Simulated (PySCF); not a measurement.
# GeH: the SCF solver's settings

Do solver options change the result for GeH, or only the number of cycles?

Method: each script names its method and basis; program: PySCF 2.14.0.

1 further run of the same task is left out (it didn't finish).

## 1. The starting structure

GeH: 2 atoms, charge 0, spin multiplicity 2.

Bond lengths: Ge1–H2 1.702 Å.

## 2. Base script

Contents of input.py:

```python
from pyscf import gto, scf, mcscf

mol = gto.M(
    atom='Ge 0 0 0; H 0 0 1.702',
    basis='cc-pvdz',
    charge=0,
    spin=1,
    verbose=4,
)
mf = scf.ROHF(mol)
mf = mf.density_fit(auxbasis='def2-universal-jkfit')
mf.kernel()
mc = mcscf.CASCI(mf, 6, 7)
mc.kernel()
mc.analyze()
mf.dip_moment()
print('orbital energies (hartree):', mf.mo_energy[..., max(0, mol.nelec[1]-3):mol.nelec[0]+3].round(4))
```

The run is started by

```sh
python input.py
```

Its log is not repeated here.

It gives: E(SCF) = -2075.856292 Eh, 8 cycles, E(CAS) − E(SCF) = -0.01413 Eh, μ = 0.32 D (of the SCF density).

The bond length is a typed value, not an optimised one.

## 3. Convergence threshold 1e-16 hartree

Variant 1 changes convergence threshold: default → 1e-16 hartree.

Contents of input.py:

```python
from pyscf import gto, scf, mcscf

mol = gto.M(
    atom='Ge 0 0 0; H 0 0 1.702',
    basis='cc-pvdz',
    charge=0,
    spin=1,
    verbose=4,
)
mf = scf.ROHF(mol)
mf = mf.density_fit(auxbasis='def2-universal-jkfit')
mf.conv_tol = 1e-16
mf.kernel()
mc = mcscf.CASCI(mf, 6, 7)
mc.kernel()
mc.analyze()
mf.dip_moment()
print('orbital energies (hartree):', mf.mo_energy[..., max(0, mol.nelec[1]-3):mol.nelec[0]+3].round(4))
```

The run is started by

```sh
python input.py
```

## 4. Smearing width 0.01 hartree

Variant 2 changes smearing width: none → 0.01 hartree; step after the SCF: casci → none.

input.py, as its differences from that of step 2:

```diff
@@ -1,2 +1,2 @@
-from pyscf import gto, scf, mcscf
+from pyscf import gto, scf
 
@@ -11,6 +11,4 @@
 mf = mf.density_fit(auxbasis='def2-universal-jkfit')
+mf = scf.addons.smearing_(mf, sigma=0.01, method='fermi')
 mf.kernel()
-mc = mcscf.CASCI(mf, 6, 7)
-mc.kernel()
-mc.analyze()
 mf.dip_moment()
```

## 5. Second-order solver on

Variant 3 changes second-order solver: off → on.

input.py, as its differences from that of step 2:

```diff
@@ -11,2 +11,3 @@
 mf = mf.density_fit(auxbasis='def2-universal-jkfit')
+mf = mf.newton()
 mf.kernel()
```

## 6. Convergence threshold 1e-13 hartree

Variant 4 changes convergence threshold: default → 1e-13 hartree.

input.py, as its differences from that of step 2:

```diff
@@ -11,2 +11,3 @@
 mf = mf.density_fit(auxbasis='def2-universal-jkfit')
+mf.conv_tol = 1e-13
 mf.kernel()
```

What does the calculation give? Wanted: for each run, E(SCF); from base; SCF dipole; after the SCF.

As calculated:

```csv
run,E(SCF) (hartree),from base (eV),cycles,SCF dipole (D),after the SCF
base,-2075.856292,0,8,0.32,CASCI correlation -0.384 eV
convergence threshold 1e-16 hartree,-2075.856292,0.0000,12,0.32,CASCI correlation -0.384 eV
smearing width 0.01 hartree (poor choice),-2075.743995,not comparable,7,0.24,n/a
second-order solver on,-2075.856292,0.0000,3 macro,0.32,CASCI correlation -0.384 eV
convergence threshold 1e-13 hartree,-2075.856292,0.0000,12,0.32,CASCI correlation -0.384 eV
```

Distance from each run's final energy (log10 hartree) by cycle:

```csv
run,cycle 1,cycle 2,cycle 3,cycle 5,cycle 8,cycle 12
base,-2.0,-3.3,-4.2,-7.5,< -11,done
convergence threshold 1e-16 hartree,-2.0,-3.3,-4.2,-7.5,< -11,< -11
smearing width 0.01 hartree (poor choice),-2.2,-3.3,-4.3,-7.6,done,done
second-order solver on,-7.3,< -11,< -11,done,done,done
convergence threshold 1e-13 hartree,-2.0,-3.3,-4.2,-7.5,< -11,< -11
```

No change of the SCF energy comes from convergence threshold 1e-16 hartree or second-order solver on or convergence threshold 1e-13 hartree. Rows marked «poor choice» come from settings spoiled on purpose.
